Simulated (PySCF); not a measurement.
# One shape, several levels: SiHSF3 (SMILES F[Si](F)(F)S)

Wanted: a comparison of 6 runs (HF/3-21G, HF/def2-SVP, B3LYP/6-31G*, PBE/6-311G**, MP2/def2-TZVP) of SiHSF3. Input form: a Python script.

The results are computed with PySCF 2.14.0.

## Step 1: Starting point

The species is SiHSF3 (6 atoms), meant as a singlet with charge 0. As SMILES, `F[Si](F)(F)S`. Geometry: relaxed at PBE0-D4/def2-TZVP.

Bond lengths: F1–Si2 1.571 Å, Si2–F3 1.574 Å, Si2–F4 1.573 Å, Si2–S5 2.089 Å, S5–H6 1.346 Å. Angles: F1–Si2–F3 108.6°, F1–Si2–F4 108.6°, F1–Si2–S5 107.7°, F3–Si2–F4 106.1°, F3–Si2–S5 112.9°, F4–Si2–S5 112.9°, Si2–S5–H6 92.3°.

## Step 2: Energy and forces at HF/3-21G (run 1)

Input file start.xyz:

```xyz
6
F3HSSi
F      0.466800    -0.998900     1.589500
Si     0.253700    -0.377400     0.162100
F     -0.333300    -1.487500    -0.786100
F      1.659400     0.005000    -0.432600
S     -1.016800     1.267900     0.370500
H     -0.987600     1.526900    -0.949600
```

Input file run.py:

```python
# F[Si](F)(F)S
import pyscf.grad
from pyscf import gto

molecule = gto.M(
    atom='start.xyz',
    basis='3-21g',
    max_memory=1860,
    spin=0,
    verbose=4,
)

mf = molecule.RHF()
mf.conv_tol = 1e-10
mf.kernel()
if not mf.converged:
    mf = mf.newton().run(mf.mo_coeff, mf.mo_occ)

e_tot = mf.e_tot
print(f'total energy: {e_tot:.8f} hartree')
grad = mf.Gradients().kernel()
mf.analyze()
```

On the command line:

```console
$ OMP_NUM_THREADS=1 python run.py
```

The log of the run:

```text
PySCF version 2.14.0

[... 80 lines left out ...]
DFT Exchange-Correlation Energy =      -76.191515524465331
[... 12 lines left out ...]
MO #11  energy= -4.40136088104575  occ= 2
[... 10 lines left out ...]
MO #22  energy= -0.684925482283274 occ= 2
[... 10 lines left out ...]
MO #33  energy= 0.234686367799263  occ= 0
[... 10 lines left out ...]
MO #44  energy= 2.13799662299419   occ= 0
[... 10 lines left out ...]
MO #55  energy= 4.04969463995077   occ= 0
[... 64 lines left out ...]
Dipole moment(X, Y, Z, Debye): -0.44986,  0.91232, -1.37837
```

It took 2.1 s on 1 thread of Intel Xeon at 2.70GHz, shared host; peak memory 0.13 GiB.

## Step 3: Energy and gradient at HF/def2-SVP (run 2)

Input file job.py:

```python
from pyscf import gto, scf

mol = gto.M(
    atom=[
    ('F', (0.466800, -0.998900, 1.589500)),
    ('Si', (0.253700, -0.377400, 0.162100)),
    ('F', (-0.333300, -1.487500, -0.786100)),
    ('F', (1.659400, 0.005000, -0.432600)),
    ('S', (-1.016800, 1.267900, 0.370500)),
    ('H', (-0.987600, 1.526900, -0.949600)),
],
    verbose=4,
    charge=0,
    basis='def2-svp',
    max_memory=1860,
    spin=0,
)

myscf = scf.RHF(mol)
myscf.conv_tol = 1e-10
myscf.kernel()
if not myscf.converged:
    myscf = myscf.newton().run(myscf.mo_coeff, myscf.mo_occ)

energy = myscf.e_tot
print(f'total energy: {energy:.8f} hartree')
grad = myscf.nuc_grad_method().kernel()
myscf.analyze()
```

On the command line:

```console
$ OMP_NUM_THREADS=1 python job.py
```

The log of the run:

```text
PySCF version 2.14.0

[... 85 lines left out ...]
MO #3   energy= -26.3190069234299  occ= 2
[... 15 lines left out ...]
MO #19  energy= -0.762659703541479 occ= 2
[... 15 lines left out ...]
MO #35  energy= 0.355075160886737  occ= 0
[... 15 lines left out ...]
MO #51  energy= 1.11326704763766   occ= 0
[... 15 lines left out ...]
MO #67  energy= 2.13344300964472   occ= 0
[... 15 lines left out ...]
MO #83  energy= 4.01246207368558   occ= 0
[... 92 lines left out ...]
Dipole moment(X, Y, Z, Debye): -0.77752,  1.25260, -0.95628
```

It took 8.1 s on 1 thread of Intel Xeon at 2.70GHz, shared host; peak memory 0.16 GiB.

## Step 4: Energy and forces at B3LYP/6-31G(d) (spherical functions) (run 3)

Input file calc.py:

```python
import pyscf.grad
from pyscf import gto, dft

molecule = gto.Mole()
molecule.atom = '''
F    0.466800  -0.998900   1.589500
Si   0.253700  -0.377400   0.162100
F   -0.333300  -1.487500  -0.786100
F    1.659400   0.005000  -0.432600
S   -1.016800   1.267900   0.370500
H   -0.987600   1.526900  -0.949600
'''
molecule.basis = '6-31g*'
molecule.max_memory = 1860
molecule.spin = 0
molecule.verbose = 4
molecule.build()

mf = dft.RKS(molecule, xc='b3lyp')
mf.grids.level = 5
mf.conv_tol = 1e-10
mf.kernel()
if not mf.converged:
    mf = mf.newton().run(mf.mo_coeff, mf.mo_occ)

etot = mf.e_tot
print('E = %.10f Eh' % etot)
grad = mf.Gradients().kernel()
mf.analyze()
```

On the command line:

```console
$ OMP_NUM_THREADS=1 python calc.py
```

The log of the run:

```text
PySCF version 2.14.0

[... 102 lines left out ...]
MO #5   energy= -24.7174800299154  occ= 2
[... 14 lines left out ...]
MO #20  energy= -0.523772030049761 occ= 2
[... 14 lines left out ...]
MO #35  energy= 0.198476909234368  occ= 0
[... 14 lines left out ...]
MO #50  energy= 0.924874571560472  occ= 0
[... 14 lines left out ...]
MO #65  energy= 1.75536272914497   occ= 0
[... 14 lines left out ...]
MO #80  energy= 3.01765824571333   occ= 0
[... 89 lines left out ...]
Dipole moment(X, Y, Z, Debye): -0.49342,  0.87298, -0.95130
```

Wall time 34 s (1 thread of Intel Xeon at 2.70GHz, shared host); peak memory 0.78 GiB.

Runs 4 to 5 aren't shown in full; the table further down has their settings and results.

## Step 5: Energy and gradient at MP2/def2-TZVP (run 6)

Input file run.py:

```python
from pyscf import gto, scf, mp

system = gto.M(
    atom=[
    ('F', (0.466800, -0.998900, 1.589500)),
    ('Si', (0.253700, -0.377400, 0.162100)),
    ('F', (-0.333300, -1.487500, -0.786100)),
    ('F', (1.659400, 0.005000, -0.432600)),
    ('S', (-1.016800, 1.267900, 0.370500)),
    ('H', (-0.987600, 1.526900, -0.949600)),
],
    max_memory=1860,
    basis='def2-tzvp',
    verbose=3,
)

calc0 = scf.RHF(system)
calc0.conv_tol = 1e-10
calc0.kernel()
if not calc0.converged:
    calc0 = calc0.newton().run(calc0.mo_coeff, calc0.mo_occ)

pt = mp.MP2(calc0, frozen=13).run()
e_final = pt.e_tot
print('E = %.10f Eh' % e_final)
grad = pt.nuc_grad_method().kernel()
calc0.analyze()
```

On the command line:

```console
$ OMP_NUM_THREADS=1 python run.py
```

The log of the run:

```text
converged SCF energy = -985.777678220755
[... 40 lines left out ...]
MO #28  energy= -0.507647845142479 occ= 2
[... 28 lines left out ...]
MO #57  energy= 0.817899892494646  occ= 0
[... 28 lines left out ...]
MO #86  energy= 1.89455417775599   occ= 0
[... 28 lines left out ...]
MO #115 energy= 3.72393238646838   occ= 0
[... 28 lines left out ...]
MO #144 energy= 7.41816658398164   occ= 0
[... 28 lines left out ...]
MO #173 energy= 58.7271219843867   occ= 0
[... 7 lines left out ...]
Dipole moment(X, Y, Z, Debye): -0.80369,  1.24779, -0.78198
```

Run time: 3 min. Hardware: 1 thread of Intel Xeon at 2.70GHz, shared host; peak memory 2 GiB.

## Step 6: The series

```
run                               level  integration grid  Cartesian functions  energy (Eh)  dipole moment (D) of the reference  HOMO energy (eV)  LUMO energy (eV)  wall time
  1                            HF/3-21G                 –                   no  -980.453840                                1.71            -12.07              3.79      2.1 s
  2                         HF/def2-SVP                 –                   no  -985.125068                                1.76            -11.55              3.66      8.1 s
  3  B3LYP/6-31G* (spherical functions)                 5                   no  -988.014550                                1.38             -8.12             -0.01       34 s
  4  B3LYP/6-31G* (Cartesian functions)                 5                  yes  -988.023738                                1.39             -8.13             -0.02       34 s
  5                        PBE/6-311G**                 5                   no  -987.528232                                1.51             -7.28             -1.04       47 s
  6                       MP2/def2-TZVP                 –                   no  -986.801915                                1.68            -11.52              3.11      3 min
```

## Step 7: Outcome

| quantity | value |
| --- | --- |
| run 6: total energy | -986.80192 Eh |
| run 6: dipole moment (Hartree–Fock density) | 1.68 D |
| run 6: HOMO energy (Hartree–Fock orbitals) | -11.52 eV |
| run 6: LUMO energy (Hartree–Fock orbitals) | 3.11 eV |
| run 6: HOMO–LUMO gap (Hartree–Fock orbitals) | 14.63 eV |
| run 6: correlation energy (13 core orbitals frozen) | -1024.2 mEh |
| run 6: largest force on an atom | 0.146 eV/Å |

**Reading.** Over runs 1, 2, 3, 4, 5 the dipole moment (its size) runs from 1.38 D (B3LYP/6-31G*) to 1.76 D (HF/def2-SVP). The two ends differ in method and basis. Over runs 1, 2, 3, 4, 5 the HOMO–LUMO gap runs from 6.24 eV (PBE/6-311G**) to 15.85 eV (HF/3-21G). Totals of different functionals can't be ranked against each other. All runs together took 5.1 min, the longest 3 min.
